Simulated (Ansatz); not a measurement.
Input of an Ansatz 0.2.0 run:

File input.yaml:

```yaml
crystal:
  lattice:
    - [7.58666, -1.70971, -1.17576]
    - [7.58666, 1.70971, -1.17576]
    - [-2.02446, 0.0, 13.05155]
  atoms:
    - { symbol: Hf, position: [0.94514, 0.94514, 0.06144] }
    - { symbol: Hf, position: [0.60628, 0.60628, 0.28309] }
    - { symbol: Pd, position: [0.1792, 0.1792, 0.50964] }
    - { symbol: Pd, position: [0.32286, 0.32286, 0.74307] }
    - { symbol: Se, position: [0.92232, 0.92232, 0.84566] }
    - { symbol: Se, position: [0.78991, 0.78991, 0.588] }
    - { symbol: Br, position: [0.58645, 0.58645, 0.0452] }
    - { symbol: Br, position: [0.24604, 0.24604, 0.28651] }
    - { symbol: O, position: [0.59701, 0.59701, 0.42127] }
    - { symbol: O, position: [0.38554, 0.38554, 0.07302] }
    - { symbol: O, position: [0.03094, 0.03094, 0.22169] }
kpoints:
  mp_grid: { grid: [5, 5, 2] }
scf:
  occupations: { method: fermi_dirac, width: 0.05 }
hamiltonian:
  xc: pbe
  dispersion: d4
  pseudopotentials: { kind: all_electron, datasets: crystal }
output:
  forces: true
  stress: true
relax:
  f_tol: 0.02
  max_steps: 60
  cell: {}
```

Potentials or basis: all-electron PAW datasets made for the crystal.

Launch:

```sh
$ ansatz run input.yaml --threads 8 --pin off --max-ram 24576MiB --backend cpu --events-out ev --progress --plain --runs-dir out
```

(1) What does it give for the relaxed volume?

(2) Estimate the relaxed cell.

(3) What does it give for the band gap on the k mesh?

(4) Predict the space group after relaxing (to 0.05 Å).

## Answers

(1) 20.70 Å³/atom.

(2) a = 6.445 Å, b = 6.445 Å, c = 10.745 Å, α = 90.17°, β = 90.17°, γ = 30.69°.

(3) 0.26 eV, indirect (least direct gap 0.51 eV).

(4) Cm (No. 8).

Caveat: the volume moved by over 15 % at a fixed basis, so the end points are rough; spin-orbit coupling is left out, which moves the levels of the heavy elements; an odd mesh through Γ misses points on the zone boundary, where band edges often lie.
